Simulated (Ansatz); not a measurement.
# WS2 (Tungstenite): the cost of one run

Computed with Ansatz 0.2.0 through its Python package. Level of theory: DFT PBEsol, plane waves, PAW.

The COD entry's cell or inner coordinates are ideal or old and differ from later refinements, so a difference from it is no clean test against experiment.

**1. The system**

The structure is hexagonal, space group P6_3/mmc (No. 194). The conventional cell has a = 3.180 Å, b = 3.180 Å, c = 12.500 Å, α = 90.00°, β = 90.00°, γ = 120.00°. Around W (site symmetry -6m2) lie 6 S at 2.41 Å. S (site symmetry 3m) has 3 W at 2.41 Å as nearest neighbours.

POSCAR, read by the script:

```text
WS2
1.0
   3.18000000    0.00000000    0.00000000
  -1.59000000    2.75396078    0.00000000
   0.00000000    0.00000000   12.50000000
W S
2 4
Direct
   0.33333333    0.66666667    0.25000000
   0.66666667    0.33333333    0.75000000
   0.33333333    0.66666667    0.62500000
   0.66666667    0.33333333    0.12500000
   0.33333333    0.66666667    0.87500000
   0.66666667    0.33333333    0.37500000
```

**2. Script**

Contents of pdos_ws2.py:

```python
"""Which atoms and shells make the states of WS2."""

from collections import Counter
import json
import warnings

import ansatz as az
from ase.io import read
import numpy as np

warnings.simplefilter("ignore", az.DeckWarning)

atoms = read("POSCAR", format="vasp")
cell = az.Crystal.from_ase(atoms)

calculation = (
    cell.calculation()
    .basis(41 * az.Ry)
    .kpoints(length=25)
    .occupations("cold", width=0.15)
    .functional("PBEsol")
    .scf(extra_bands=18)
    .density_of_states(projected=True, energy_step=0.1)
)
out = calculation.run(events_out="events.ndjson")
report = out.report
with open("events.ndjson") as stream:
    kinds = Counter(json.loads(line)["event"] for line in stream)
print("events:", {kind: kinds[kind] for kind in ("scf_iter", "scf_done", "notice", "finished")})

dos = out.density_of_states()
energy = np.asarray(dos.energies_ev) - dos.fermi_ev
curves = {}
for site in out.projected_density_of_states().sites:
    for shell in site.shells:
        weight = sum(np.sum(curve.g_bin_mean_per_ev, axis=0) for curve in shell.curves)
        name = f"{site.species} {shell.label}"
        curves[name] = curves.get(name, 0) + weight

step = energy[1] - energy[0]
windows = [(-6, -3), (-3, 0), (0, 6)]
print("states by shell in windows of E - E_F (eV):", windows)
for name, g in curves.items():
    print(f"{name:8s}", " ".join(f"{step * g[(energy >= a) & (energy < b)].sum():8.3f}" for a, b in windows))
filled = (energy < 0) & (energy > -6)
for name, g in curves.items():
    if g[filled].sum() * step > 0.5:
        print(f"centre of {name}: {np.average(energy[filled], weights=g[filled]):.2f} eV")
```

**3. What the engine is handed**

The package turns the script's settings into the engine's input:

```yaml
crystal:
  lattice:
    - [3.18, 0.0, 0.0]
    - [-1.59, 2.75396078, 0.0]
    - [0.0, 0.0, 12.5]
  atoms:
    - { symbol: W, position: [0.33333333, 0.66666667, 0.25] }
    - { symbol: W, position: [0.66666667, 0.33333333, 0.75] }
    - { symbol: S, position: [0.33333333, 0.66666667, 0.625] }
    - { symbol: S, position: [0.66666667, 0.33333333, 0.125] }
    - { symbol: S, position: [0.33333333, 0.66666667, 0.875] }
    - { symbol: S, position: [0.66666667, 0.33333333, 0.375] }
basis:
  ecutwfc: 557.833418042754
kpoints:
  mp_grid:
    grid: [9, 9, 2]
hamiltonian:
  xc: pbesol
scf:
  n_extra_bands: 18
  occupations:
    method: cold
    width: 0.15
output:
  dos:
    de: 0.1
    projected: true
```

**4. Launch**

Launch:

```
$ python pdos_ws2.py
```

What time and memory should one allow on 1 thread of Arm Neoverse V1, shared host?

About 10 s, with a peak of 0.54 GiB.
